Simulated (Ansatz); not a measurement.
**ReF3 (ReO3 type): a single-point run**

The task is a single-point run on ReF3 (ReO3 type). The structure is shown as the input types it.

Computed with Ansatz 0.2.0 (DFT PBE, scalar-relativistic, plane waves, PAW, unless a step's input says otherwise).

1 further run of the same task is left out (it didn't finish). Runs told in other sessions of the task aren't counted.

## 1. The structure to begin with

It takes space group Pm-3m (No. 221, cubic). Conventional cell: a = 4.073 Å, b = 4.073 Å, c = 4.073 Å, α = 90.00°, β = 90.00°, γ = 90.00°. Around Re (site symmetry m-3m) lie 6 F at 2.04 Å. Around F (site symmetry 4/mmm) lie 2 Re at 2.04 Å.

The input asks for a charge of +4 e on the cell.

As a file:

```cif
data_structure
_symmetry_space_group_name_H-M 'Pm-3m'
_symmetry_Int_Tables_number 221
_cell_length_a 4.0727
_cell_length_b 4.0727
_cell_length_c 4.0727
_cell_angle_alpha 90.000
_cell_angle_beta 90.000
_cell_angle_gamma 90.000
_cell_volume 67.56
loop_
_atom_site_label
_atom_site_type_symbol
_atom_site_symmetry_multiplicity
_atom_site_Wyckoff_symbol
_atom_site_fract_x
_atom_site_fract_y
_atom_site_fract_z
_atom_site_occupancy
Re1 Re 1 a 0.00000 0.00000 0.00000 1
F1 F 3 d 0.50000 0.00000 0.00000 1
```

## 2. The run

Contents of input.yaml:

```yaml
crystal:
  lattice:
    - [4.0727436752, 0.0, 0.0]
    - [0.0, 4.0727436752, 0.0]
    - [0.0, 0.0, 4.0727436752]
  atoms:
    - { symbol: Re, position: [0.0, 0.0, 0.0], spin: 2.0 }
    - { symbol: F, position: [0.5, 0.0, 0.0] }
    - { symbol: F, position: [0.0, 0.0, 0.5] }
    - { symbol: F, position: [0.0, 0.5, 0.0] }
basis:
  ecutwfc: 420
  ecutrho_ratio: 4
kpoints:
  mp_grid: { grid: [10, 10, 10] }
hamiltonian:
  xc: pbe
scf:
  occupations: { method: gaussian, width: 0.05 }
  max_iter: 100
output:
  forces: true
  stress: true
magnetization:
  spin_polarized: true
total_charge: 4
```

On the command line:

```
> ansatz run input.yaml --threads 2 --pin off --max-ram 2662MiB --backend cpu --events-out ev --progress --plain --runs-dir out
```

Q: Will this input give a usable result? If not, why, and what should change?

The program finished normally, with warnings (seeded moment not kept). It gives a pressure of -43 GPa, which is large.

The suspect setting: total_charge is 4. The typed charge changes the electron count, so this is no longer the system that was meant.

Run again and compare: delete total_charge (the default then holds).
